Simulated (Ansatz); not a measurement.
# CH5OSe: the cost of one run

Program: Ansatz 0.2.0. Level of theory: RKS B3LYP-D4/def2-SVP. These are calculated values, not measurements.

## 1. The system as given

Bond lengths: O1–C2 1.463 Å, C2–Se3 2.026 Å, O1–H4 0.986 Å, O1–H5 0.986 Å, C2–H6 1.092 Å, C2–H7 1.091 Å, Se3–H8 1.432 Å. Angles: O1–C2–Se3 109.9°, O1–C2–H6 107.2°, O1–C2–H7 107.2°, Se3–C2–H6 111.1°, Se3–C2–H7 111.1°, H6–C2–H7 110.3°, C2–O1–H4 110.2°, C2–O1–H5 110.2°, H4–O1–H5 109.7°, C2–Se3–H8 93.8°.

Structure file:

```xyz
8

O    -0.3033    1.0760   -0.6988
C     0.4554    0.0373   -0.0024
Se   -0.8140   -1.3203    0.8033
H    -0.8350    0.6781   -1.4269
H    -0.8997    1.5426   -0.0680
H     1.1138   -0.4294   -0.7380
H     1.0440    0.5327    0.7717
H     0.2388   -2.1169    1.3591
```

## 2. Relaxing end A

Input file input.yaml:

```yaml
crystal:
  periodic: [false, false, false]
  atoms:
    - { symbol: O, position_ang: [-0.30333, 1.07601, -0.69876] }
    - { symbol: C, position_ang: [0.45539, 0.03729, -0.00243] }
    - { symbol: Se, position_ang: [-0.81398, -1.32029, 0.80327] }
    - { symbol: H, position_ang: [-0.83505, 0.67808, -1.42689] }
    - { symbol: H, position_ang: [-0.89972, 1.54257, -0.06796] }
    - { symbol: H, position_ang: [1.11382, -0.42945, -0.73799] }
    - { symbol: H, position_ang: [1.04403, 0.53274, 0.77169] }
    - { symbol: H, position_ang: [0.23883, -2.11694, 1.35907] }
total_charge: 1
basis:
  gaussian: { orbitals: def2-SVP }
hamiltonian:
  xc: b3lyp
  dispersion: d4
relax:
  f_tol: 0.015
  max_steps: 40
```

The run is started by

```sh
$ ansatz run input.yaml --threads 1 --pin off --max-ram 2048MiB --backend cpu --events-out ev --progress --plain --runs-dir out
```

What time and memory should one allow on 1 thread of AMD EPYC 9R45 (Zen 5), shared host?

About 31 s, with a peak of 0.19 GiB.
